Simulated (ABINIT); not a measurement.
Input of an ABINIT 10.8.3 (patched build) run:

File run.abi:

```
ndtset 3

pp_dirpath "./"
pseudos "Ti.upf, Al.upf"

acell 5.0624878778 5.0624878778 5.0624878778 Angstrom
rprim
    -0.3775034760     0.3775034760     0.8455662311
     0.3775034760    -0.3775034760     0.8455662311
     0.3775034760     0.3775034760    -0.8455662311
ntypat 2
znucl 22 13
natom 4
typat 1 2 2 2
xred
            0.0            0.0            0.0
            1/4            3/4            1/2
            3/4            1/4            1/2
            1/2            1/2            0.0

ecut 35.0

ngkpt 16 16 16
nshiftk 1
shiftk 0.0 0.0 0.0
istwfk *1

ixc 7

occopt 6
tsmear 0.00499791

nstep 80

iomode 3
prteig 0
prtebands 0

nband1 15
tolvrs1 1.0e-12
prtden1 1
prtwf1 0
kptopt1 1

iscf2 -3
getden2 1
nband2 26
nbdbuf2 4
tolwfr2 1.0e-12
nstep2 120
prtden2 0
kptopt2 1

optdriver3 8
wfk_task3 "wfk_optics_fullbz"
getwfk3 2
nband3 22
kptopt3 1
prtevk3 1
inclvkb3 2
```

optic.abi

```
&FILES
 ddkfile_1 = 'runo_DS3_1_EVK.nc',
 ddkfile_2 = 'runo_DS3_2_EVK.nc',
 ddkfile_3 = 'runo_DS3_3_EVK.nc',
 wfkfile = 'runo_DS3_WFK.nc'
/
&PARAMETERS
 broadening = 0.001837,
 domega = 0.002,
 maxomega = 0.8,
 scissor = 0.000000,
 tolerance = 0.002
/
&COMPUTATIONS
 num_lin_comp = 2,
 lin_comp = 11,33,
 num_nonlin_comp = 0
/
```

Potentials or basis: PseudoDojo NC SR LDA v0.4.1 standard.

Launch:

```bash
$ mpirun --bind-to none -np 4 abinit run.abi > log 2>&1
$ optic optic.abi > optic.log 2>&1
```

Estimate the band gap on the k mesh.

none (metal or under the smearing width).

Dielectric function (mean over the directions given):
```
energy (eV)  real part  imaginary part
       0.33      38.93           18.54
       0.76      19.45           19.43
       1.31      24.86           18.40
       1.74      20.50           22.81
       2.29       8.66           29.28
       2.83       4.90           22.99
       3.27       0.45           21.21
       3.81       2.61           21.87
       4.25       0.93           24.50
       4.79     -11.12           16.48
       5.33     -11.98           10.69
       5.77     -11.16            6.63
       6.31      -7.98            3.52
       6.75      -6.84            2.48
       7.29      -5.22            1.63
       7.84      -4.18            1.21
       8.27      -3.45            1.03
       8.82      -2.92            0.79
       9.36      -2.43            0.65
       9.80      -2.04            0.49
      10.34      -1.68            0.41
      10.78      -1.45            0.33
      11.32      -1.18            0.28
      11.86      -0.98            0.23
      12.30      -0.81            0.19
      12.84      -0.65            0.18
      13.28      -0.54            0.14
      13.82      -0.39            0.13
      14.37      -0.27            0.10
      14.80      -0.20            0.09
      15.35      -0.11            0.06
      15.89      -0.01            0.05
      16.33       0.05            0.04
      16.87       0.13            0.03
      17.31       0.18            0.03
      17.85       0.24            0.02
      18.39       0.29            0.02
      18.83       0.33            0.02
      19.38       0.38            0.01
      19.92       0.42            0.01
```

Caveat: the intraband (Drude) term is left out; spectra need much finer meshes, so this one isn't converged; independent-particle spectra lack excitons.
